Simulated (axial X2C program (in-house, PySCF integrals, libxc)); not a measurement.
# BrBe: from the state search to constants

What are the state, bond length, wavenumber and bond energy of BrBe, and what does spin–orbit coupling change?

The runs use an in-house X2C program for linear molecules on PySCF integrals; all-electron X2C, Br dyall-cv3z, Be dyall-cv3z.

All values are calculated.

## Step 1: Input

Input file task.json:

```json
{"zs": [35, 4], "q": 0, "bas": ["dyall-cv3z", "dyall-cv3z"], "levels": ["PBE0", "HF", "B3LYP"], "cc": true, "r0": 2.16, "thr": -2.0, "nmax": 90, "npts": 10, "nst": 2, "ntry": 6}
```

Keys: zs atomic numbers; q charge; bas basis sets; levels methods (HF also brings MP2); cc coupled cluster on or off; r0 starting distance in Å; thr threshold in hartree for freezing inner shells (an s shell follows its p shell); nmax most natural virtual spinors; npts points asked for on the curve; nst determinants followed; ntry starts of the search.

On the command line:

```bash
$ python so2c.py task.json out
```

Spin-free means the one-electron spin-free X2C Hamiltonian; two-component (2c) means X2C with spin–orbit coupling and atomic mean-field two-electron Coulomb and Gaunt terms. Basis: Br dyall-cv3z contracted to [8s9p6d4f1g], Be dyall-cv3z contracted to [8s8p3d1f]; Gaussian nuclei, density fitting. Masses: Br 78.918 u, Be 9.012 u.

Notation: σ, π±, δ± give the projection m of an orbital's angular momentum (0, ±1, ±2), α and β its spin, Λ and M_S the sums; ω is the projection of a spinor's total angular momentum and Ω the sum. Logs are in hartree.

The results follow Hamiltonian by Hamiltonian and level by level.

## Step 2: Which state to follow

PBE0 moves the distance from 2.160 Å to 1.959 Å and compares determinants there.

Spin-free determinants:

```tsv
ΔE (eV)	state	open shells
0.00	M_S = 1/2, Λ = 0	beyond closed shells: σα
3.19	M_S = 1/2, Λ = 1	beyond closed shells: π+α
5.40	M_S = 1/2, Λ = 1	beyond closed shells: π+α, π+β, π-α
6.26	M_S = 3/2, Λ = 0	beyond closed shells: σα, π+α, π+β, 2 × π-α
6.26	M_S = 3/2, Λ = 2	beyond closed shells: σα, 2 × π+α, π+β, π-α
6.40	M_S = 1/2, Λ = 2	beyond closed shells: σα, 2 × π+α, π+β, π-β
```

Two-component determinants:

| ΔE (eV) | state | open shells |
| --- | --- | --- |
| 0.00 | Ω = 1/2 | excess of +ω over −ω: ω = 1/2 |
| 3.21 | Ω = 3/2 | excess of +ω over −ω: ω = 3/2 |
| 5.25 | Ω = 3/2 | excess of +ω over −ω: ω = 3/2 |
| 6.12 | Ω = 7/2 | excess of +ω over −ω: ω = 1/2, 2 × ω = 3/2 |
| 6.54 | Ω = 5/2 | excess of +ω over −ω: 2 × ω = 1/2, ω = 3/2 |

## Step 3: PBE0, spin-free

State followed: M_S = 1/2, Λ = 0 (beyond closed shells: σα). The scan is laid around 1.959 Å, a first estimate of the minimum, and this SCF restarts from the orbitals of the search.

The SCF at the reference distance of 1.959 Å:

```text
spin-free X2C-1e  PBE0
basis functions 156  fitting functions 825  grid points 5077
iter        total energy     max residual
   1      -2620.784072765     1.52e-05
   2      -2620.784072772     1.05e-05
   3      -2620.784072774     4.83e-06
converged
one-electron -3718.55709744  Coulomb 1155.47855891  exact exchange -23.47813295  xc functional -72.04506822  nuclear repulsion 37.81766694
```

Along the bond, energies from the lowest point:

| R (Å) | E (eV) | μ (D) | HOMO (eV) | LUMO (eV) | iterations |
| --- | --- | --- | --- | --- | --- |
| 1.704 | 0.6914 | -0.30 | -5.83 | -1.77 | 10 |
| 1.783 | 0.2880 | 0.01 | -5.97 | -1.89 | 10 |
| 1.841 | 0.1139 | 0.26 | -6.07 | -1.99 | 10 |
| 1.900 | 0.0240 | 0.51 | -6.18 | -2.10 | 10 |
| 1.959 | 0.0000 | 0.78 | -6.29 | -2.22 | 3 |
| 2.028 | 0.0359 | 1.09 | -6.41 | -2.37 | 10 |
| 2.096 | 0.1234 | 1.41 | -6.54 | -2.52 | 10 |
| 2.184 | 0.2897 | 1.83 | -6.69 | -2.73 | 10 |
| 2.292 | 0.5453 | 2.34 | -6.87 | -2.99 | 10 |
| 2.449 | 0.9675 | 3.07 | -7.11 | -3.38 | 11 |

Dipoles are positive if Be is the positive end.

Outer orbitals at the reference distance:

```tsv
symmetry	occupied	ε (eV)	atomic character
σα	yes	-22.30	75% Br s, 12% Be p, 7% Be s
σβ	yes	-22.24	75% Br s, 12% Be p, 7% Be s
σα	yes	-10.87	73% Br p, 16% Be s, 6% Be p
σβ	yes	-10.67	75% Br p, 12% Be s, 8% Be p
π-α	yes	-8.93	85% Br p, 10% Be p, 4% Be d
π+α	yes	-8.93	85% Br p, 10% Be p, 4% Be d
π-β	yes	-8.91	86% Br p, 8% Be p, 4% Be d
π+β	yes	-8.91	86% Br p, 8% Be p, 4% Be d
σα	yes	-6.29	55% Be s, 38% Be p, 5% Br p
σβ	no	-2.22	69% Be s, 21% Be p, 4% Br p
π-α	no	-1.29	84% Be p, 8% Br p, 5% Br d
π+α	no	-1.29	84% Be p, 8% Br p, 5% Br d
π-β	no	-0.27	85% Be p, 7% Br p, 6% Br d
```

PBE0 fields in the half plane through the axis: z from -2.4 to 4.2 Å across, distance from the axis 0.15 to 2.25 Å upwards; Br lies at z = 0 and Be at z = 1.959 Å; the ELF is damped to zero where the density is low.

log10 density (e/bohr³). Ten even steps from '0' (-4.79 ) to '9' (1.44 ):
```
00111222222222222221111
01122333333333222222211
01223344444333333332221
11233445554444444333322
12334455555544444443332
12344566666555444444332
22345567776655555544432
22345668986666785554433
```

ELF. Ten even steps from '0' (0.00 ) to '9' (1.00 ):
```
00000011110000012331000
00001233332110136786410
00012456654321268999851
00024677776542379999984
00135788887764379999997
00247886567774028999999
00257851314881002999999
01357727271770991999999
```

Re = 1.955 Å, ωe = 711 cm⁻¹, ωexe = 3.83 cm⁻¹, Be = 0.5455 cm⁻¹, De = 3.65 eV, μ = 0.76 D.

## Step 4: HF, spin-free

The SCF at the reference distance of 1.959 Å:

```text
spin-free X2C-1e  HF
basis functions 156  fitting functions 825  grid points 5077
iter        total energy     max residual
   1      -2619.173403419     2.01e-01
   2      -2619.189884288     4.77e-03
   3      -2619.190429608     2.63e-03
   4      -2619.190516387     1.09e-03
   5      -2619.190543594     5.25e-04
   6      -2619.190550034     1.21e-04
   7      -2619.190550493     5.22e-05
   8      -2619.190550541     1.25e-05
   9      -2619.190550548     4.88e-06
  10      -2619.190550550     1.25e-06
converged
one-electron -3718.69946560  Coulomb 1155.68294669  exact exchange -93.99169857  xc functional 0.00000000  nuclear repulsion 37.81766694
```

Re = 1.969 Å, ωe = 715 cm⁻¹, ωexe = 3.62 cm⁻¹, Be = 0.5378 cm⁻¹, De = 3.05 eV, μ = 1.11 D.

## Step 5: B3LYP, spin-free

The SCF at the reference distance of 1.959 Å:

```text
spin-free X2C-1e  B3LYP
basis functions 156  fitting functions 825  grid points 5077
iter        total energy     max residual
   1      -2621.149157679     4.19e-02
   2      -2621.150393882     2.02e-03
   3      -2621.150399757     2.51e-04
   4      -2621.150400136     2.48e-04
   5      -2621.150400499     1.88e-05
   6      -2621.150400510     1.28e-05
   7      -2621.150400511     5.05e-06
converged
one-electron -3718.55140155  Coulomb 1155.46729719  exact exchange -18.77987494  xc functional -77.10408815  nuclear repulsion 37.81766694
```

Re = 1.960 Å, ωe = 700 cm⁻¹, ωexe = 3.9 cm⁻¹, Be = 0.5427 cm⁻¹, De = 3.47 eV, μ = 0.81 D.

## Step 6: Correlated methods, spin-free

Correlated methods: 9 electrons correlated (frozen shells, counted by type: Br 3 s, 2 p, 1 d; Be 1 s), 191 virtual spinors in MP2, 90 natural virtuals in coupled cluster.

Output of the correlated part at 1.959 Å:

```text
correlated 9  virtual 191  natural virtual 90  E(MP2) -0.186930277  MP2 remainder -0.003301721
iter   CCSD correlation   residual
   1     -0.195308488   7.66e-02
   2     -0.199482503   2.75e-02
   3     -0.200048738   9.97e-03
   4     -0.200054615   3.85e-03
   5     -0.200071066   8.88e-04
   6     -0.200070678   2.24e-04
   7     -0.200071349   5.88e-05
   8     -0.200071316   1.71e-05
   9     -0.200071209   5.90e-06
  10     -0.200071244   2.20e-06
  11     -0.200071253   7.53e-07
(T) -0.008299188  T1 0.0166  D1 0.0252  max T2 0.041
```

T1 in the output is the amplitude norm over the root of the electron number; divide by √2 for the Lee–Taylor value.

MP2: Re = 1.960 Å, ωe = 724 cm⁻¹, Be = 0.5427 cm⁻¹, De = 3.60 eV.

CCSD: Re = 1.960 Å, ωe = 723 cm⁻¹, ωexe = 3.83 cm⁻¹, Be = 0.5426 cm⁻¹, De = 3.07 eV. T1 at Re = 0.012 (Lee–Taylor, the printed value over √2).

CCSD(T): Re = 1.961 Å, ωe = 720 cm⁻¹, ωexe = 3.84 cm⁻¹, Be = 0.5419 cm⁻¹, De = 3.18 eV. T1 at Re = 0.012 (Lee–Taylor, the printed value over √2).

## Step 7: The spin-free curves together

Energy (eV) of the followed determinant, spin-free, from each level's lowest point:

| R (Å) | PBE0 | HF | MP2 | CCSD | CCSD(T) | B3LYP |
| --- | --- | --- | --- | --- | --- | --- |
| 1.704 | 0.691 | 0.787 | 0.743 | n/a | n/a | 0.704 |
| 1.783 | 0.288 | 0.344 | 0.316 | 0.316 | 0.319 | 0.298 |
| 1.841 | 0.114 | 0.147 | 0.129 | 0.129 | 0.131 | 0.121 |
| 1.900 | 0.024 | 0.039 | 0.030 | 0.030 | 0.031 | 0.028 |
| 1.959 | 0.000 | 0.000 | 0.000 | 0.000 | 0.000 | 0.000 |
| 2.028 | 0.036 | 0.024 | 0.033 | 0.032 | 0.031 | 0.031 |
| 2.096 | 0.123 | 0.103 | 0.120 | 0.119 | 0.117 | 0.112 |
| 2.184 | 0.290 | 0.265 | 0.291 | 0.288 | 0.284 | 0.270 |
| 2.292 | 0.545 | 0.521 | 0.556 | n/a | n/a | 0.514 |
| 2.449 | 0.967 | 0.953 | 1.000 | n/a | n/a | 0.918 |

## Step 8: PBE0, 2c

State followed: Ω = 1/2 (excess of +ω over −ω: ω = 1/2). The scan is laid around 1.959 Å, a first estimate of the minimum, and this SCF restarts from the orbitals of the search.

The SCF at the reference distance of 1.959 Å:

```text
two-component X2C + atomic mean field  PBE0
basis functions 156  fitting functions 825  grid points 5077
iter        total energy     max residual
   1      -2619.880407817     8.56e-06
   2      -2619.880407818     9.77e-06
converged
one-electron -3716.20405287  Coulomb 1154.98437998  exact exchange -23.46875230  xc functional -72.01632249  nuclear repulsion 37.81766694  atomic mean-field constant -0.99332706
```

Along the bond, energies from the lowest point:

| R (Å) | E (eV) | μ (D) | HOMO (eV) | LUMO (eV) | iterations |
| --- | --- | --- | --- | --- | --- |
| 1.704 | 0.6946 | -0.31 | -5.83 | -1.77 | 10 |
| 1.783 | 0.2902 | 0.00 | -5.97 | -1.89 | 10 |
| 1.841 | 0.1153 | 0.25 | -6.07 | -1.99 | 10 |
| 1.900 | 0.0247 | 0.50 | -6.18 | -2.10 | 10 |
| 1.959 | 0.0000 | 0.77 | -6.28 | -2.22 | 2 |
| 2.028 | 0.0351 | 1.08 | -6.41 | -2.36 | 10 |
| 2.096 | 0.1219 | 1.40 | -6.53 | -2.52 | 10 |
| 2.184 | 0.2872 | 1.82 | -6.68 | -2.73 | 10 |
| 2.292 | 0.5416 | 2.33 | -6.86 | -2.99 | 10 |
| 2.449 | 0.9621 | 3.05 | -7.09 | -3.38 | 11 |

Dipoles are positive if Be is the positive end.

Outer spinors at the reference distance:

| ω | occupied | ε (eV) | atomic character | λ mixture |
| --- | --- | --- | --- | --- |
| 1/2 | yes | -22.30 | 75% Br s, 12% Be p, 7% Be s | 100% σ |
| -1/2 | yes | -22.24 | 75% Br s, 12% Be p, 7% Be s | 100% σ |
| 1/2 | yes | -10.90 | 74% Br p, 16% Be s, 6% Be p | 99% σ, 1% π |
| -1/2 | yes | -10.70 | 75% Br p, 12% Be s, 8% Be p | 98% σ, 2% π |
| -1/2 | yes | -9.06 | 85% Br p, 10% Be p, 4% Be d | 98% π, 2% σ |
| 1/2 | yes | -9.05 | 86% Br p, 8% Be p, 4% Be d | 99% π, 1% σ |
| 3/2 | yes | -8.78 | 84% Br p, 10% Be p, 4% Be d | 100% π |
| -3/2 | yes | -8.76 | 85% Br p, 9% Be p, 4% Be d | 100% π |
| 1/2 | yes | -6.28 | 54% Be s, 38% Be p, 5% Br p | 100% σ |
| -1/2 | no | -2.22 | 68% Be s, 21% Be p, 4% Br p | 100% σ |
| -1/2 | no | -1.31 | 85% Be p, 8% Br p, 5% Br d | 100% π |
| 3/2 | no | -1.28 | 84% Be p, 8% Br p, 5% Br d | 100% π |
| 1/2 | no | -0.28 | 86% Be p, 7% Br p, 6% Br d | 100% π |

PBE0 fields in the half plane through the axis: z from -2.4 to 4.2 Å across, distance from the axis 0.15 to 2.25 Å upwards; Br lies at z = 0 and Be at z = 1.959 Å; the ELF is damped to zero where the density is low.

log10 density (e/bohr³). Ten even steps from '0' (-4.78 ) to '9' (1.44 ):
```
00111222222222222221111
01122333333333222222211
01223344444333333332221
11233445554444444333322
12334455555544444443332
12344566666555444444332
22345567776655555544432
22345668986666785554433
```

ELF. Ten even steps from '0' (0.00 ) to '9' (1.00 ):
```
00000011110000012331000
00001233332110136786410
00012456654321268999851
00024677776542379999984
00135788887764379999997
00247886567774028999999
00257852314881002999999
01357727271770991999999
```

Re = 1.955 Å, ωe = 710 cm⁻¹, ωexe = 3.83 cm⁻¹, Be = 0.545 cm⁻¹, De = 3.54 eV, μ = 0.75 D.

## Step 9: HF, 2c

The SCF at the reference distance of 1.959 Å:

```text
two-component X2C + atomic mean field  HF
basis functions 156  fitting functions 825  grid points 5077
iter        total energy     max residual
   1      -2618.270342239     2.01e-01
   2      -2618.286816284     4.77e-03
   3      -2618.287362282     2.63e-03
   4      -2618.287449092     1.09e-03
   5      -2618.287476396     5.25e-04
   6      -2618.287482880     1.21e-04
   7      -2618.287483343     5.22e-05
   8      -2618.287483392     1.25e-05
   9      -2618.287483399     4.88e-06
  10      -2618.287483400     1.25e-06
converged
one-electron -3716.34430807  Coulomb 1155.18658084  exact exchange -93.95409604  xc functional 0.00000000  nuclear repulsion 37.81766694  atomic mean-field constant -0.99332706
```

Re = 1.969 Å, ωe = 714 cm⁻¹, ωexe = 3.62 cm⁻¹, Be = 0.5374 cm⁻¹, De = 2.89 eV, μ = 1.10 D.

## Step 10: B3LYP, 2c

The SCF at the reference distance of 1.959 Å:

```text
two-component X2C + atomic mean field  B3LYP
basis functions 156  fitting functions 825  grid points 5077
iter        total energy     max residual
   1      -2620.245285804     4.20e-02
   2      -2620.246522957     2.01e-03
   3      -2620.246528876     2.65e-04
   4      -2620.246529278     2.66e-04
   5      -2620.246529670     2.35e-05
   6      -2620.246529680     1.80e-05
   7      -2620.246529683     4.67e-06
   8      -2620.246529684     7.98e-07
converged
one-electron -3716.19626719  Coulomb 1154.97094433  exact exchange -18.77235338  xc functional -77.07319332  nuclear repulsion 37.81766694  atomic mean-field constant -0.99332706
```

Re = 1.960 Å, ωe = 699 cm⁻¹, ωexe = 3.91 cm⁻¹, Be = 0.5423 cm⁻¹, De = 3.32 eV, μ = 0.80 D.

## Step 11: MP2 and beyond, 2c

Correlated methods: 9 electrons correlated (frozen shells, counted by type: Br 3 s, 2 p, 1 d; Be 1 s), 191 virtual spinors in MP2, 90 natural virtuals in coupled cluster.

Output of the correlated part at 1.959 Å:

```text
correlated 9  virtual 191  natural virtual 90  E(MP2) -0.186883298  MP2 remainder -0.003302222
iter   CCSD correlation   residual
   1     -0.195269352   7.67e-02
   2     -0.199447642   2.75e-02
   3     -0.200011985   9.97e-03
   4     -0.200018054   3.86e-03
   5     -0.200034532   8.94e-04
   6     -0.200034143   2.29e-04
   7     -0.200034827   6.23e-05
   8     -0.200034781   1.96e-05
   9     -0.200034660   7.41e-06
  10     -0.200034707   2.91e-06
  11     -0.200034720   1.04e-06
(T) -0.008295613  T1 0.0166  D1 0.0252  max T2 0.042
```

MP2: Re = 1.960 Å, ωe = 723 cm⁻¹, Be = 0.5424 cm⁻¹, De = 3.45 eV.

CCSD: Re = 1.961 Å, ωe = 722 cm⁻¹, ωexe = 3.84 cm⁻¹, Be = 0.5422 cm⁻¹, De = 2.93 eV. T1 at Re = 0.012 (Lee–Taylor, the printed value over √2).

CCSD(T): Re = 1.962 Å, ωe = 719 cm⁻¹, ωexe = 3.85 cm⁻¹, Be = 0.5416 cm⁻¹, De = 3.03 eV. T1 at Re = 0.012 (Lee–Taylor, the printed value over √2).

## Step 12: The 2c curves together

Energy (eV) of the followed determinant, 2c, from each level's lowest point:

| R (Å) | PBE0 | HF | MP2 | CCSD | CCSD(T) | B3LYP |
| --- | --- | --- | --- | --- | --- | --- |
| 1.704 | 0.695 | 0.790 | 0.746 | n/a | n/a | 0.707 |
| 1.783 | 0.290 | 0.347 | 0.318 | 0.318 | 0.321 | 0.300 |
| 1.841 | 0.115 | 0.148 | 0.130 | 0.131 | 0.133 | 0.123 |
| 1.900 | 0.025 | 0.039 | 0.031 | 0.031 | 0.032 | 0.029 |
| 1.959 | 0.000 | 0.000 | 0.000 | 0.000 | 0.000 | 0.000 |
| 2.028 | 0.035 | 0.023 | 0.032 | 0.032 | 0.030 | 0.030 |
| 2.096 | 0.122 | 0.102 | 0.119 | 0.118 | 0.115 | 0.111 |
| 2.184 | 0.287 | 0.262 | 0.289 | 0.286 | 0.282 | 0.267 |
| 2.292 | 0.542 | 0.517 | 0.553 | n/a | n/a | 0.511 |
| 2.449 | 0.962 | 0.948 | 0.996 | n/a | n/a | 0.913 |

The whole job took 56 s on 1 thread of Arm Neoverse V2, shared host.

## Step 13: What came out

Lowest determinant that the search found at its distance, spin-free: M_S = 1/2, Λ = 0 (beyond closed shells: σα).

Lowest determinant that the search found at its distance, 2c: Ω = 1/2 (excess of +ω over −ω: ω = 1/2).

```json
{"Hamiltonian": "spin-free", "level": "PBE0", "Re (Å)": "1.955", "ωe (cm⁻¹)": "711", "De (eV)": "3.65", "μ (D)": "0.76"}
{"Hamiltonian": "spin-free", "level": "HF", "Re (Å)": "1.969", "ωe (cm⁻¹)": "715", "De (eV)": "3.05", "μ (D)": "1.11"}
{"Hamiltonian": "spin-free", "level": "MP2", "Re (Å)": "1.960", "ωe (cm⁻¹)": "724", "De (eV)": "3.60", "μ (D)": "n/a"}
{"Hamiltonian": "spin-free", "level": "CCSD", "Re (Å)": "1.960", "ωe (cm⁻¹)": "723", "De (eV)": "3.07", "μ (D)": "n/a"}
{"Hamiltonian": "spin-free", "level": "CCSD(T)", "Re (Å)": "1.961", "ωe (cm⁻¹)": "720", "De (eV)": "3.18", "μ (D)": "n/a"}
{"Hamiltonian": "spin-free", "level": "B3LYP", "Re (Å)": "1.960", "ωe (cm⁻¹)": "700", "De (eV)": "3.47", "μ (D)": "0.81"}
{"Hamiltonian": "2c", "level": "PBE0", "Re (Å)": "1.955", "ωe (cm⁻¹)": "710", "De (eV)": "3.54", "μ (D)": "0.75"}
{"Hamiltonian": "2c", "level": "HF", "Re (Å)": "1.969", "ωe (cm⁻¹)": "714", "De (eV)": "2.89", "μ (D)": "1.10"}
{"Hamiltonian": "2c", "level": "MP2", "Re (Å)": "1.960", "ωe (cm⁻¹)": "723", "De (eV)": "3.45", "μ (D)": "n/a"}
{"Hamiltonian": "2c", "level": "CCSD", "Re (Å)": "1.961", "ωe (cm⁻¹)": "722", "De (eV)": "2.93", "μ (D)": "n/a"}
{"Hamiltonian": "2c", "level": "CCSD(T)", "Re (Å)": "1.962", "ωe (cm⁻¹)": "719", "De (eV)": "3.03", "μ (D)": "n/a"}
{"Hamiltonian": "2c", "level": "B3LYP", "Re (Å)": "1.960", "ωe (cm⁻¹)": "699", "De (eV)": "3.32", "μ (D)": "0.80"}
```

Dipoles are positive if Be is the positive end.

Time per point (s) on 1 thread of Arm Neoverse V2, shared host (2c runs; CCSD comes with the CCSD(T) run); the times are rough: PBE0 0.3, HF 0.2, MP2 0.26, CCSD(T) 2.1, B3LYP 0.32.

At CCSD(T), going from spin-free to two-component changes Re by +1 mÅ, ωe by -0.1 %; the spin-free picture holds up (part of it comes from the scalar share of the two-electron terms). De moves by -0.14 eV; both De rest on single-determinant atoms, which can miss part of an open shell's spin–orbit lowering.

De refers to Br + Be, each in the lowest determinant found, which need not be this curve's own limit. Each curve is one determinant whose occupation by symmetry is held fixed; it was picked as the lowest of a PBE0 search that is not exhaustive. Dissociation energies refer to the lowest single-determinant-based atoms at the same level and basis. Density functionals use the spin component along the axis (collinear). Coupled cluster ran in a truncated set of natural virtual spinors; the MP2 energy of the rest was added.
